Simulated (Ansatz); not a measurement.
# C2H2Br: the cost of one run

All numbers below are computed with Ansatz 0.2.0 (UKS PBE/def2-SVP).

### 1 Starting point

Bond lengths: C1–C2 1.297 Å, C2–Br3 1.827 Å, C1–H4 1.088 Å, C1–H5 1.079 Å. Angles: C1–C2–Br3 136.8°, C2–C1–H4 124.6°, C2–C1–H5 120.2°, H4–C1–H5 115.1°.

Coordinates:

```xyz
5

C     0.5637   -0.1502   -0.1559
C    -0.6812   -0.3586    0.1445
Br   -2.1294    0.6590    0.5961
H     1.0346    0.8298   -0.1958
H     1.2123   -0.9799   -0.3888
```

### 2 End point A

input.yaml reads:

```yaml
crystal:
  periodic: [false, false, false]
  atoms:
    - { symbol: C, position_ang: [0.56369, -0.15023, -0.15594] }
    - { symbol: C, position_ang: [-0.68115, -0.35863, 0.1445] }
    - { symbol: Br, position_ang: [-2.12939, 0.65896, 0.59608] }
    - { symbol: H, position_ang: [1.03456, 0.82979, -0.19584] }
    - { symbol: H, position_ang: [1.21229, -0.9799, -0.38879] }
magnetization:
  spin_polarized: true
  initial_magnetization: 1
basis:
  gaussian: { orbitals: def2-SVP }
hamiltonian:
  xc: pbe
relax:
  f_tol: 0.015
  max_steps: 40
```

Started as:

```console
ansatz run input.yaml --threads 1 --pin off --max-ram 2048MiB --backend cpu --events-out ev --progress --plain --runs-dir out
```

What time and memory should one allow on 1 thread of an Arm CPU, shared host?

About 16 s, with a peak of 0.13 GiB.
